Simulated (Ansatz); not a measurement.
# CH₇GeNO: up Jacob's ladder to CCSD(T)

An exercise on one series of results from a longer session: the logs are not shown, and one member is left open.

The runs use Ansatz 0.2.0, Gaussian basis; functionals in def2-TZVPP, the program's frozen cores in correlated methods.

The runs, in order: PBE-D4, r2SCAN-D4, PBE0-D4, B3LYP-D4, ωB97X-V, ωB97M-V, B2PLYP; CCSD(T)/def2-TZVPP; MP2/def2-QZVPP; extrapolation to the limit.

### The geometry

An earlier PBE0-D4 in a triple-zeta def2 set relaxation fixed the geometry.

SMILES `N[CH](O)[GeH3]`, 11 atoms, charge 0, spin multiplicity 1.

Atoms are counted from 1 here; the program's logs count them from 0.

Bond lengths: N1–C2 1.435 Å, N1–H5 1.011 Å, N1–H6 1.014 Å, C2–O3 1.418 Å, C2–Ge4 1.993 Å, C2–H7 1.105 Å, O3–H8 0.961 Å, Ge4–H9 1.541 Å, Ge4–H10 1.534 Å, Ge4–H11 1.544 Å. Angles: C2–N1–H5 112.0°, C2–N1–H6 111.0°, H5–N1–H6 108.7°, N1–C2–O3 106.1°, N1–C2–Ge4 109.6°, N1–C2–H7 113.8°, O3–C2–Ge4 110.2°, O3–C2–H7 108.4°, Ge4–C2–H7 108.7°, C2–O3–H8 108.2°, C2–Ge4–H9 108.0°, C2–Ge4–H10 109.7°, C2–Ge4–H11 111.0°, H9–Ge4–H10 109.8°, H9–Ge4–H11 108.5°, H10–Ge4–H11 109.8°.

The first run:

The input, in.yaml:

```yaml
crystal:
  periodic: [false, false, false]
  atoms:
    - {symbol: N, position_ang: [-1.126475, 1.068630, 0.245861]}
    - {symbol: C, position_ang: [-0.018275, 0.209807, 0.549431]}
    - {symbol: O, position_ang: [-0.505627, -0.748323, 1.473811]}
    - {symbol: Ge, position_ang: [0.603926, -0.693192, -1.114975]}
    - {symbol: H, position_ang: [-0.917848, 1.700184, -0.515066]}
    - {symbol: H, position_ang: [-1.395722, 1.613768, 1.057190]}
    - {symbol: H, position_ang: [0.838861, 0.734442, 1.009640]}
    - {symbol: H, position_ang: [0.247008, -1.141175, 1.923479]}
    - {symbol: H, position_ang: [1.781279, -1.616337, -0.745173]}
    - {symbol: H, position_ang: [-0.539546, -1.522909, -1.711638]}
    - {symbol: H, position_ang: [1.097719, 0.338006, -2.151961]}
basis:
  gaussian: {orbitals: def2-TZVPP}
hamiltonian: {xc: pbe, dispersion: d4}
output: {forces: true, orbitals: {seedname: orbitals}}
```

Launch:

```
$ ansatz run in.yaml --threads 4 --pin off --events-out ev --progress --plain --max-ram 10444MiB
```

Steps of the session up to this table: PBE-D4 (GGA); r2SCAN-D4 (meta-GGA); PBE0-D4 (hybrid); B3LYP-D4 (hybrid); ωB97X-V (range-separated); ωB97M-V (range-separated); B2PLYP (double hybrid); CCSD(T) in def2-TZVPP; MP2 in def2-QZVPP.

One table of the session follows, with a row left open; its other results are not shown here.

It belongs to the step «Atomisation energies». 

| method | atomisation energy (kJ/mol) |
| --- | --- |
| PBE-D4 | 3646.6 |
| r2SCAN-D4 | 3579.2 |
| PBE0-D4 | 3569.5 |
| B3LYP-D4 | 3582.8 |
| ωB97X-V | 3604.2 |
| ωB97M-V | ? |
| B2PLYP | 3540.1 |
| HF/def2-TZVPP | 2442.9 |
| MP2/def2-TZVPP | 3525.4 |
| CCSD/def2-TZVPP | 3446.3 |
| CCSD(T)/def2-TZVPP | 3501.1 |
| MP2/CBS | 3623.2 |
| CCSD(T)/CBS | 3598.8 |

**Question.** Estimate the row for ωB97M-V.

**Answer.** atomisation energy (kJ/mol): 3587.6. In the column «atomisation energy (kJ/mol)» it lies between B3LYP-D4 (3582.8) and CCSD(T)/CBS (3598.8).

Caveats from the session: Free atoms (1 N, 1 C, 1 O, 1 Ge, 7 H) were run apart at each level; the atomisation energy is their sum less the molecule, without zero-point or spin-orbit terms.
